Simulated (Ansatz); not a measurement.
**GeNH5 + H2: a complex and its separated parts**

Aim: how far the complex at one end of a reaction step lies below its separated, relaxed parts, level by level.

Method: PBE0-D4/def2-TZVP structures, single points in def2-TZVPP, no counterpoise correction; program: Ansatz 0.2.0, Gaussian basis.

Levels: SPW92, PBE-D4, BLYP-D4, r2SCAN-D4, B97M-V, PBE0-D4, B3LYP-D4, r2SCAN0-D4, BHLYP-D4, CAM-B3LYP-D4, wB97X-V, wB97M-V, B2PLYP, PBE-QIDH, RPA on PBE, Hartree-Fock, MP2, CCSD, CCSD(T).

Correlated methods freeze the cores. Filled d shells of the heavier atoms are correlated. B3LYP uses VWN-RPA correlation. B2PLYP carries no dispersion term here.

94 further runs of the same task are left out: 94 set aside as unsound or not needed.

## 1. Where the work starts

The complex: 9 atoms, charge 0, spin multiplicity 1.

Atoms are counted from 1 here; the program's logs count them from 0.

Bond lengths: Ge1–H3 1.536 Å, Ge1–H4 1.535 Å, Ge1–H5 1.547 Å, Ge1–N7 1.845 Å, H2–H6 0.750 Å, N7–H8 1.011 Å, N7–H9 1.011 Å. Angles: H3–Ge1–H4 111.1°, H3–Ge1–H5 109.0°, H3–Ge1–N7 106.8°, H4–Ge1–H5 108.9°, H4–Ge1–N7 106.8°, H5–Ge1–N7 114.2°, Ge1–N7–H8 113.6°, Ge1–N7–H9 113.6°, H8–N7–H9 108.0°.

Geometry (Å):

```tsv
atom	x (Å)	y (Å)	z (Å)
Ge1	-1.1444	0.0250	-0.4842
H2	2.1709	-1.7218	1.4665
H3	-0.8463	-1.1706	-1.4004
H4	-1.7762	-0.4347	0.8376
H5	-2.1270	0.9789	-1.2038
H6	1.8333	-1.1399	1.1356
N7	0.4792	0.7921	-0.0611
H8	0.4047	1.5724	0.5779
H9	1.0058	1.0983	-0.8683
```

Its parts: GeNH5 holds atoms 1, 3, 4, 5, 7, 8, 9; H2 holds atoms 2, 6. Each part counts its atoms afresh in its own runs.

## 2. Relaxing GeNH5 alone

The input, relax-a/in.yaml:

```yaml
crystal:
  periodic: [false, false, false]
  atoms:
    - {symbol: Ge, position_ang: [-1.144386, 0.025035, -0.484157]}
    - {symbol: H, position_ang: [-0.846277, -1.170551, -1.400447]}
    - {symbol: H, position_ang: [-1.776247, -0.434709, 0.837627]}
    - {symbol: H, position_ang: [-2.126953, 0.978899, -1.203754]}
    - {symbol: N, position_ang: [0.479178, 0.792144, -0.061070]}
    - {symbol: H, position_ang: [0.404716, 1.572448, 0.577884]}
    - {symbol: H, position_ang: [1.005827, 1.098295, -0.868344]}
basis:
  gaussian: {orbitals: def2-TZVP}
hamiltonian: {xc: pbe0, dispersion: d4}
relax: {f_tol: 0.005, max_steps: 200}
```

Launch:

```bash
ansatz run in.yaml --threads 2 --pin off --events-out ev --progress --plain --max-ram 4352MiB
```

After this run come: Relaxing H2 alone; SPW92/def2-TZVPP; PBE-D4/def2-TZVPP; BLYP-D4/def2-TZVPP; r2SCAN-D4/def2-TZVPP; B97M-V/def2-TZVPP; PBE0-D4/def2-TZVPP; B3LYP-D4/def2-TZVPP; r2SCAN0-D4/def2-TZVPP; BHLYP-D4/def2-TZVPP; CAM-B3LYP-D4/def2-TZVPP; wB97X-V/def2-TZVPP; wB97M-V/def2-TZVPP; B2PLYP/def2-TZVPP; PBE-QIDH/def2-TZVPP; RPA on PBE/def2-TZVPP; CCSD(T)/def2-TZVPP; Vibrations of GeNH5; Vibrations of H2.

Before running it: what results should come out? Wanted: complex less parts, CCSD(T)/def2-TZVPP; with zero-point energy; largest T1 diagnostic.

**Answer**, as computed:

| quantity | value |
| --- | --- |
| complex less parts, CCSD(T)/def2-TZVPP | -0.85 kcal/mol |
| with zero-point energy | +0.52 kcal/mol |
| largest T1 diagnostic | 0.011 |

In words: At CCSD(T) the complex lies 0.85 kcal/mol below its parts. r2SCAN0-D4 is the best functional here (0.00 kcal/mol from CCSD(T)); SPW92 is the worst (-1.34 kcal/mol). Mean unsigned error by rung: LDA 1.34, GGA 0.37, meta-GGA 0.15, hybrid 0.20, range-separated hybrid 0.19, double hybrid 0.14 kcal/mol. PBE-D4 gives a relative energy 0.55 kcal/mol too low, an error of 65 % of the reference. No counterpoise was applied, and triple zeta lacks some correlation, so the CCSD(T) reference has a basis error of its own, and close matches with it are partly luck.
